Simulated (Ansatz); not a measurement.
# C2H9BOSi: two geometries relaxed

Are the two ends of the shift of H10 from C3 to B1 separate minima, and which lies lower? Each is relaxed from a guess. SMILES of the start: BCC[SiH2]O.

All numbers below are computed with Ansatz 0.2.0 (RKS LDA/STO-3G).

**1. The starting structure**

Bond lengths: B1–C2 1.561 Å, C2–C3 1.500 Å, C3–Si4 1.874 Å, Si4–O5 1.717 Å, B1–H6 1.157 Å, B1–H7 1.229 Å, C2–H8 1.064 Å, C2–H9 1.076 Å, C3–H10 1.138 Å, C3–H11 1.143 Å, Si4–H12 1.520 Å, Si4–H13 1.364 Å, O5–H14 0.976 Å. Angles (14 of 22 angles, heavy atoms first): B1–C2–C3 109.6°, C2–C3–Si4 113.9°, C3–Si4–O5 110.5°, B1–C2–H8 109.8°, B1–C2–H9 107.7°, C3–C2–H8 109.2°, C3–C2–H9 110.2°, C2–B1–H6 126.8°, C2–B1–H7 118.3°, C2–C3–H10 111.4°, C2–C3–H11 111.2°, Si4–C3–H10 105.6°, Si4–C3–H11 108.6°, C3–Si4–H12 105.2°.

As a file:

```xyz
14

B    -0.8982    1.9982    0.8892
C    -0.7988    0.6926    0.0391
C     0.3620   -0.1310    0.5135
Si    0.6277   -1.7048   -0.4677
O     0.8154   -1.3474   -2.1365
H    -0.1951    2.3189    1.7506
H    -1.7945    2.7972    0.6268
H    -1.6948    0.1274    0.1409
H    -0.6540    0.9806   -0.9873
H     1.3400    0.4462    0.4386
H     0.2511   -0.4048    1.6176
H    -0.6613   -2.4950   -0.3117
H     1.6407   -2.4710    0.0301
H     1.6469   -0.8363   -2.1144
```

**2. End point A**

File input.yaml:

```yaml
crystal:
  periodic: [false, false, false]
  atoms:
    - { symbol: B, position_ang: [-0.8982, 1.9982, 0.8892] }
    - { symbol: C, position_ang: [-0.7988, 0.6926, 0.0391] }
    - { symbol: C, position_ang: [0.362, -0.131, 0.5135] }
    - { symbol: Si, position_ang: [0.6277, -1.7048, -0.4677] }
    - { symbol: O, position_ang: [0.8154, -1.3474, -2.1365] }
    - { symbol: H, position_ang: [-0.1951, 2.3189, 1.7506] }
    - { symbol: H, position_ang: [-1.7945, 2.7972, 0.6268] }
    - { symbol: H, position_ang: [-1.6948, 0.1274, 0.1409] }
    - { symbol: H, position_ang: [-0.654, 0.9806, -0.9873] }
    - { symbol: H, position_ang: [1.34, 0.4462, 0.4386] }
    - { symbol: H, position_ang: [0.2511, -0.4048, 1.6176] }
    - { symbol: H, position_ang: [-0.6613, -2.495, -0.3117] }
    - { symbol: H, position_ang: [1.6407, -2.471, 0.0301] }
    - { symbol: H, position_ang: [1.6469, -0.8363, -2.1144] }
basis:
  gaussian: { orbitals: STO-3G }
hamiltonian:
  xc: lda
relax:
  f_tol: 0.02
  max_steps: 50
output:
  orbitals: {}
```

Started as:

```bash
ansatz run input.yaml --threads 1 --pin off --max-ram 2048MiB --backend cpu --events-out ev --progress --plain --runs-dir out
```

What it wrote, shortened:

```text
Warning: RAYON_NUM_THREADS=1 ignored (pool sized by the plan → 1); use --threads N
[...]
Functional definition: SPW92
[...]
555 factors; integrals over basis functions are off by at most 1.9e-5 eV
[...]
mean field -12589.63965372 eV, -462.6607237099 hartree, gradient 3.8e-5 eV, S^2 0.000000; 0 other end points of the search recorded, 0 dependent functions left out
[...]
reference -12589.63967747 eV, -462.6607245828 hartree; 24, 24 occupied and 14, 14 virtual orbitals, 555 factors
relax step   1: F+E_penalty+E_count = -12589.63965372 eV  Δ(F+E_penalty+E_count) = +0.000e0 eV  max|allowed force component| = 4.035e0 eV/Å  Δτ_max = 0.0000 Å  (24 SCF iters, accepted)
[...]
relax step   5: F+E_penalty+E_count = -12590.26084390 eV  Δ(F+E_penalty+E_count) = -2.505e-3 eV  max|allowed force component| = 3.845e-2 eV/Å  Δτ_max = 0.0122 Å  (20 SCF iters, accepted)
[...]
relax step   9: F+E_penalty+E_count = -12590.26297857 eV  Δ(F+E_penalty+E_count) = -6.622e-4 eV  max|allowed force component| = 2.078e-2 eV/Å  Δτ_max = 0.0526 Å  (25 SCF iters, accepted)
[...]
relax step  13: F+E_penalty+E_count = -12590.26870583 eV  Δ(F+E_penalty+E_count) = -3.738e-3 eV  max|allowed force component| = 1.052e-1 eV/Å  Δτ_max = 0.0600 Å  (25 SCF iters, accepted)
[...]
relax step  15: F+E_penalty+E_count = -12590.28405056 eV  Δ(F+E_penalty+E_count) = -9.630e-3 eV  max|allowed force component| = 1.943e-1 eV/Å  Δτ_max = 0.1460 Å  (24 SCF iters, accepted)
[...]
relax step  16: F+E_penalty+E_count = -12590.30681377 eV  Δ(F+E_penalty+E_count) = -2.276e-2 eV  max|allowed force component| = 5.150e-1 eV/Å  Δτ_max = 0.1971 Å  (25 SCF iters, accepted)
[...]
557 factors; integrals over basis functions are off by at most 2.9e-5 eV
mean field -12590.36219208 eV, -462.6872765048 hartree, gradient 4.8e-6 eV, S^2 0.000000; 0 other end points of the search recorded, 0 dependent functions left out
[...]
```

**3. The output, continued: end point A relaxed**

The log, continued, shortened:

```text
reference -12590.36221582 eV, -462.6872773772 hartree; 24, 24 occupied and 14, 14 virtual orbitals, 557 factors
relax step  17: F+E_penalty+E_count = -12590.36219208 eV  Δ(F+E_penalty+E_count) = -5.538e-2 eV  max|allowed force component| = 7.148e-1 eV/Å  Δτ_max = 0.1970 Å  (25 SCF iters, accepted)
[...]
relax step  20: F+E_penalty+E_count = -12590.48775432 eV  Δ(F+E_penalty+E_count) = -1.366e-2 eV  max|allowed force component| = 9.822e-1 eV/Å  Δτ_max = 0.1120 Å  (26 SCF iters, accepted)
[...]
relax step  23: F+E_penalty+E_count = -12590.55409181 eV  Δ(F+E_penalty+E_count) = -3.476e-3 eV  max|allowed force component| = 2.161e-1 eV/Å  Δτ_max = 0.0292 Å  (27 SCF iters, accepted)
[...]
relax step  26: F+E_penalty+E_count = -12590.55805546 eV  Δ(F+E_penalty+E_count) = -4.352e-4 eV  max|allowed force component| = 2.462e-2 eV/Å  Δτ_max = 0.0289 Å  (27 SCF iters, accepted)
[...]
Atom 4 at     0.167004    -0.645696    -1.774845 Å, force    -0.002082    -0.002880     0.003152 eV/Å
Atom 5 at     0.551157     2.416943     0.615137 Å, force    -0.002615    -0.000072     0.001555 eV/Å
Atom 6 at    -1.366022     2.824020     0.111615 Å, force     0.000376    -0.000535     0.001484 eV/Å
Atom 7 at    -1.882809     0.260931     0.384779 Å, force    -0.000974     0.000222    -0.000573 eV/Å
Atom 8 at    -0.565643     0.312007    -0.852254 Å, force    -0.001276    -0.000490    -0.000361 eV/Å
Atom 9 at     0.967892     0.043534     1.466787 Å, force    -0.000179    -0.001762    -0.001095 eV/Å
Atom 10 at    -0.414312    -1.025687     1.785871 Å, force    -0.000875    -0.000824     0.002361 eV/Å
Atom 11 at    -0.031329    -2.845068    -0.494101 Å, force    -0.001529    -0.001678     0.001134 eV/Å
Atom 12 at     2.128597    -1.821727    -0.476630 Å, force     0.001663    -0.000683     0.000010 eV/Å
Atom 13 at     0.988345    -0.078318    -2.013527 Å, force     0.001602     0.002174    -0.000827 eV/Å
Dipole moment:     0.424902    -0.507370    -0.195393 e Å
```

It took 59 s on 1 thread of Arm Neoverse V2, shared host; peak memory 0.15 GiB.

Relaxation path:

```csv
step,energy from step 1 (eV),largest force component (eV/Å)
1,0.0000,4.0346
2,-0.5858,0.6043
3,-0.6173,0.2079
4,-0.6187,0.1550
5,-0.6212,0.0384
6,-0.6216,0.0197
7,-0.6222,0.0389
8,-0.6227,0.0337
9,-0.6233,0.0208
10,-0.6241,0.0541
11,-0.6253,0.1285
12x,-0.6229,0.3511
13,-0.6291,0.1052
14,-0.6348,0.0771
15,-0.6444,0.1943
16,-0.6672,0.5150
17,-0.7225,0.7147
18,-0.8083,0.6946
19,-0.8344,1.0710
20,-0.8481,0.9822
21,-0.8862,0.4056
22,-0.9110,0.2673
23,-0.9144,0.2161
24,-0.9167,0.0614
25,-0.9180,0.0327
26,-0.9184,0.0246
27x,-0.9181,0.0854
28,-0.9186,0.0224
29,-0.9186,0.0063
```

Step 1 is the start. 2 steps were tried and not accepted (marked x).

After: Bond lengths: B1–C2 1.507 Å, C2–C3 1.555 Å, C3–Si4 1.885 Å, Si4–O5 1.751 Å, B1–H6 1.178 Å, B1–H7 1.177 Å, C2–H8 1.102 Å, C2–H9 1.202 Å, C3–H10 1.101 Å, C3–H11 1.100 Å, Si4–H12 1.451 Å, Si4–H13 1.455 Å, O5–H14 1.026 Å. Angles (14 of 22 angles, heavy atoms first): B1–C2–C3 120.3°, C2–C3–Si4 104.1°, C3–Si4–O5 99.6°, B1–C2–H8 116.1°, B1–C2–H9 102.2°, C3–C2–H8 111.5°, C3–C2–H9 99.7°, C2–B1–H6 120.5°, C2–B1–H7 120.8°, C2–C3–H10 110.8°, C2–C3–H11 111.6°, Si4–C3–H10 110.6°, Si4–C3–H11 112.0°, C3–Si4–H12 114.2°.

**4. Relaxing end B**

The second end starts from a geometry with the move made by hand.

input.yaml: that of step 2 with these lines changed.

```diff
@@ -12,3 +12,3 @@
     - { symbol: H, position_ang: [-0.654, 0.9806, -0.9873] }
-    - { symbol: H, position_ang: [1.34, 0.4462, 0.4386] }
+    - { symbol: H, position_ang: [-0.14575, 1.10295, 0.92464] }
     - { symbol: H, position_ang: [0.2511, -0.4048, 1.6176] }
```

Started as:

```bash
ansatz run input.yaml --threads 1 --pin off --max-ram 2048MiB --backend cpu --events-out ev --progress --plain --runs-dir out
```

What it wrote, shortened:

```text
Warning: RAYON_NUM_THREADS=1 ignored (pool sized by the plan → 1); use --threads N
[...]
Functional definition: SPW92
[...]
553 factors; integrals over basis functions are off by at most 1.5e-5 eV
[...]
mean field -12581.26375058 eV, -462.3529149471 hartree, gradient 2.6e-5 eV, S^2 0.000000; 2 other end points of the search recorded, 0 dependent functions left out
[...]
reference -12581.26377408 eV, -462.3529158107 hartree; 24, 24 occupied and 14, 14 virtual orbitals, 553 factors
relax step   1: F+E_penalty+E_count = -12581.26375058 eV  Δ(F+E_penalty+E_count) = +0.000e0 eV  max|allowed force component| = 6.798e0 eV/Å  Δτ_max = 0.0000 Å  (114 SCF iters, accepted)
[...]
relax step   8: F+E_penalty+E_count = -12590.07287206 eV  Δ(F+E_penalty+E_count) = -4.070e-1 eV  max|allowed force component| = 1.155e0 eV/Å  Δτ_max = 0.1949 Å  (24 SCF iters, accepted)
[...]
relax step  15: F+E_penalty+E_count = -12590.26041190 eV  Δ(F+E_penalty+E_count) = -2.081e-3 eV  max|allowed force component| = 2.218e-2 eV/Å  Δτ_max = 0.0387 Å  (25 SCF iters, accepted)
[...]
relax step  22: F+E_penalty+E_count = -12590.26814862 eV  Δ(F+E_penalty+E_count) = -1.859e-3 eV  max|allowed force component| = 2.310e-1 eV/Å  Δτ_max = 0.1274 Å  (24 SCF iters, accepted)
[...]
relax step  28: F+E_penalty+E_count = -12590.28936627 eV  Δ(F+E_penalty+E_count) = -9.010e-3 eV  max|allowed force component| = 3.955e-1 eV/Å  Δτ_max = 0.1952 Å  (25 SCF iters, accepted)
relax step  29: F+E_penalty+E_count = -12590.33449828 eV  Δ(F+E_penalty+E_count) = -4.513e-2 eV  max|allowed force component| = 6.899e-1 eV/Å  Δτ_max = 0.1930 Å  (25 SCF iters, accepted)
```

**5. The log goes on: end point B relaxed**

The log, continued:

```text
relax step  30: F+E_penalty+E_count = -12590.42644370 eV  Δ(F+E_penalty+E_count) = -9.195e-2 eV  max|allowed force component| = 6.351e-1 eV/Å  Δτ_max = 0.1950 Å  (25 SCF iters, accepted)
relax step  31: F+E_penalty+E_count = -12590.31837091 eV  Δ(F+E_penalty+E_count) = +1.081e-1 eV  max|allowed force component| = 1.944e0 eV/Å  Δτ_max = 0.1945 Å  (25 SCF iters, rejected (line search))
relax step  32: F+E_penalty+E_count = -12590.49879073 eV  Δ(F+E_penalty+E_count) = -7.235e-2 eV  max|allowed force component| = 2.971e-1 eV/Å  Δτ_max = 0.0946 Å  (26 SCF iters, accepted)
relax step  33: F+E_penalty+E_count = -12590.51656880 eV  Δ(F+E_penalty+E_count) = -1.778e-2 eV  max|allowed force component| = 2.780e-1 eV/Å  Δτ_max = 0.0999 Å  (25 SCF iters, accepted)
relax step  34: F+E_penalty+E_count = -12590.53778922 eV  Δ(F+E_penalty+E_count) = -2.122e-2 eV  max|allowed force component| = 1.508e-1 eV/Å  Δτ_max = 0.1300 Å  (25 SCF iters, accepted)
relax step  35: F+E_penalty+E_count = -12590.54928994 eV  Δ(F+E_penalty+E_count) = -1.150e-2 eV  max|allowed force component| = 2.319e-1 eV/Å  Δτ_max = 0.1175 Å  (26 SCF iters, accepted)
[...]
reference -12590.55368881 eV, -462.6943138799 hartree; 24, 24 occupied and 14, 14 virtual orbitals, 557 factors
relax step  36: F+E_penalty+E_count = -12590.55366536 eV  Δ(F+E_penalty+E_count) = -4.375e-3 eV  max|allowed force component| = 2.756e-1 eV/Å  Δτ_max = 0.0967 Å  (26 SCF iters, accepted)
these checks for a lower state are left out or cut short: starts, cluster_reference, orbital_swaps, neighbouring_geometries, increment
557 factors; integrals over basis functions are off by at most 2.4e-5 eV
mean field -12590.55704423 eV, -462.6944371895 hartree, gradient 9.9e-6 eV, S^2 0.000000; 0 other end points of the search recorded, 0 dependent functions left out
the calculation of the forces begins
reference -12590.55706766 eV, -462.6944380505 hartree; 24, 24 occupied and 14, 14 virtual orbitals, 557 factors
relax step  37: F+E_penalty+E_count = -12590.55704423 eV  Δ(F+E_penalty+E_count) = -3.379e-3 eV  max|allowed force component| = 7.834e-2 eV/Å  Δτ_max = 0.0210 Å  (27 SCF iters, accepted)
these checks for a lower state are left out or cut short: starts, cluster_reference, orbital_swaps, neighbouring_geometries, increment
557 factors; integrals over basis functions are off by at most 2.4e-5 eV
mean field -12590.55734554 eV, -462.6944482621 hartree, gradient 9.6e-6 eV, S^2 0.000000; 0 other end points of the search recorded, 0 dependent functions left out
the calculation of the forces begins
reference -12590.55736895 eV, -462.6944491225 hartree; 24, 24 occupied and 14, 14 virtual orbitals, 557 factors
relax step  38: F+E_penalty+E_count = -12590.55734554 eV  Δ(F+E_penalty+E_count) = -3.013e-4 eV  max|allowed force component| = 1.017e-1 eV/Å  Δτ_max = 0.0333 Å  (27 SCF iters, accepted)
these checks for a lower state are left out or cut short: starts, cluster_reference, orbital_swaps, neighbouring_geometries, increment
557 factors; integrals over basis functions are off by at most 2.4e-5 eV
mean field -12590.55575959 eV, -462.6943899796 hartree, gradient 9.7e-6 eV, S^2 0.000000; 0 other end points of the search recorded, 0 dependent functions left out
the calculation of the forces begins
reference -12590.55578300 eV, -462.6943908401 hartree; 24, 24 occupied and 14, 14 virtual orbitals, 557 factors
relax step  39: F+E_penalty+E_count = -12590.55575959 eV  Δ(F+E_penalty+E_count) = +1.586e-3 eV  max|allowed force component| = 2.530e-1 eV/Å  Δτ_max = 0.0316 Å  (26 SCF iters, rejected (line search))
these checks for a lower state are left out or cut short: starts, cluster_reference, orbital_swaps, neighbouring_geometries, increment
557 factors; integrals over basis functions are off by at most 2.4e-5 eV
mean field -12590.55794163 eV, -462.6944701683 hartree, gradient 1.2e-5 eV, S^2 0.000000; 0 other end points of the search recorded, 0 dependent functions left out
the calculation of the forces begins
reference -12590.55796504 eV, -462.6944710284 hartree; 24, 24 occupied and 14, 14 virtual orbitals, 557 factors
relax step  40: F+E_penalty+E_count = -12590.55794163 eV  Δ(F+E_penalty+E_count) = -5.961e-4 eV  max|allowed force component| = 3.629e-2 eV/Å  Δτ_max = 0.0158 Å  (20 SCF iters, accepted)
these checks for a lower state are left out or cut short: starts, cluster_reference, orbital_swaps, neighbouring_geometries, increment
557 factors; integrals over basis functions are off by at most 2.4e-5 eV
mean field evaluation 320: about -12590.5579 eV, gradient 1.0e-3 eV
mean field -12590.55794096 eV, -462.6944701434 hartree, gradient 9.6e-6 eV, S^2 0.000000; 0 other end points of the search recorded, 0 dependent functions left out
the calculation of the forces begins
reference -12590.55796437 eV, -462.6944710038 hartree; 24, 24 occupied and 14, 14 virtual orbitals, 557 factors
relax step  41: F+E_penalty+E_count = -12590.55794096 eV  Δ(F+E_penalty+E_count) = +6.776e-7 eV  max|allowed force component| = 3.596e-2 eV/Å  Δτ_max = 0.0141 Å  (21 SCF iters, rejected (line search))
these checks for a lower state are left out or cut short: starts, cluster_reference, orbital_swaps, neighbouring_geometries, increment
557 factors; integrals over basis functions are off by at most 2.4e-5 eV
mean field -12590.55810252 eV, -462.6944760809 hartree, gradient 2.7e-5 eV, S^2 0.000000; 0 other end points of the search recorded, 0 dependent functions left out
the calculation of the forces begins
reference -12590.55812593 eV, -462.6944769411 hartree; 24, 24 occupied and 14, 14 virtual orbitals, 557 factors
relax step  42: F+E_penalty+E_count = -12590.55810252 eV  Δ(F+E_penalty+E_count) = -1.609e-4 eV  max|allowed force component| = 8.300e-3 eV/Å  Δτ_max = 0.0069 Å  (20 SCF iters, accepted)
557 factors; integrals over basis functions are off by at most 2.4e-5 eV
mean field -12590.55810252 eV, -462.6944760809 hartree, gradient 2.7e-5 eV, S^2 0.000000; 1 other end points of the search recorded, 0 dependent functions left out
the calculation of the forces begins
reference -12590.55812593 eV, -462.6944769411 hartree; 24, 24 occupied and 14, 14 virtual orbitals, 557 factors
Total energy: -12590.55812593 eV, -462.6944769411 hartree
Atom 0 at    -0.710013     2.064017     0.417623 Å, force     0.000902     0.001648    -0.002448 eV/Å
Atom 1 at    -0.950423     0.580126     0.302715 Å, force    -0.005770     0.001245    -0.002535 eV/Å
Atom 2 at    -0.012907    -0.425303     1.029619 Å, force     0.000945    -0.002565    -0.001133 eV/Å
Atom 3 at     0.632417    -1.529001    -0.354963 Å, force     0.006092    -0.007466     0.003457 eV/Å
Atom 4 at     0.151747    -0.572002    -1.740838 Å, force     0.001987     0.005260     0.008300 eV/Å
Atom 5 at     0.356011     2.477214     0.701024 Å, force    -0.000109    -0.002110     0.000209 eV/Å
Atom 6 at    -1.550450     2.833482     0.123754 Å, force     0.001304     0.001213     0.001812 eV/Å
Atom 7 at    -2.002362     0.255161     0.347342 Å, force     0.001905    -0.000406    -0.000711 eV/Å
Atom 8 at    -0.640539     0.356930    -0.836249 Å, force    -0.004857     0.006493    -0.001308 eV/Å
Atom 9 at     0.817274     0.101835     1.524638 Å, force    -0.000564    -0.000827     0.000949 eV/Å
Atom 10 at    -0.550357    -0.998058     1.800451 Å, force     0.000113    -0.000512    -0.001957 eV/Å
Atom 11 at    -0.080596    -2.785595    -0.493125 Å, force     0.001253     0.001183     0.000260 eV/Å
Atom 12 at     2.070471    -1.748970    -0.379180 Å, force    -0.000150     0.001963    -0.000679 eV/Å
Atom 13 at     0.971077     0.017714    -1.927971 Å, force    -0.003050    -0.005120    -0.004216 eV/Å
Dipole moment:     0.444051    -0.495458    -0.180619 e Å
```

It took 86 s on 1 thread of Arm Neoverse V2, shared host; peak memory 0.21 GiB.

Step by step, one in 2:

```csv
step,energy from step 1 (eV),largest force component (eV/Å)
1,0.0000,6.7983
3,-4.0676,6.0518
5,-7.0662,3.8533
7,-8.4021,1.7936
9,-8.9462,0.5641
11,-8.9827,0.0972
13,-8.9943,0.0684
15,-8.9967,0.0222
17,-8.9988,0.0681
19,-9.0000,0.0206
21,-9.0025,0.1490
23,-9.0061,0.1728
25,-9.0094,0.0823
27,-9.0166,0.1409
29,-9.0707,0.6899
31x,-9.0546,1.9442
33,-9.2528,0.2780
35,-9.2855,0.2319
37,-9.2933,0.0783
39x,-9.2920,0.2530
41x,-9.2942,0.0360
42,-9.2944,0.0083
```

Step 1 is the start. 5 steps were tried and not accepted (marked x).

After: Bond lengths: B1–C2 1.508 Å, C2–C3 1.555 Å, C3–Si4 1.885 Å, Si4–O5 1.751 Å, B1–H6 1.178 Å, B1–H7 1.177 Å, C2–H8 1.102 Å, C2–H9 1.201 Å, C3–H10 1.101 Å, C3–H11 1.100 Å, Si4–H12 1.451 Å, Si4–H13 1.455 Å, O5–H14 1.027 Å. Angles (14 of 22 angles, heavy atoms first): B1–C2–C3 120.3°, C2–C3–Si4 104.0°, C3–Si4–O5 99.6°, B1–C2–H8 116.1°, B1–C2–H9 102.4°, C3–C2–H8 111.5°, C3–C2–H9 99.6°, C2–B1–H6 120.5°, C2–B1–H7 120.7°, C2–C3–H10 110.8°, C2–C3–H11 111.7°, Si4–C3–H10 110.6°, Si4–C3–H11 112.2°, C3–Si4–H12 114.1°.

Pairs that crossed the distance rule for bonds on the way: came closer C3–H10; moved apart B1–H10, C2–H10.

**6. Summary of results**

```
                           quantity                     value
                              end A  26 moves, 0.919 eV lower
                              end B  36 moves, 9.294 eV lower
largest difference between the ends                    0.03 Å
            end B relative to end A                 +0.000 eV
```

Both starts fell into the same minimum (no atom differs by more than 0.03 Å), so from this start no second minimum was found and no band was run; another arrangement could still be one. In so small a basis the energies are only a sketch.
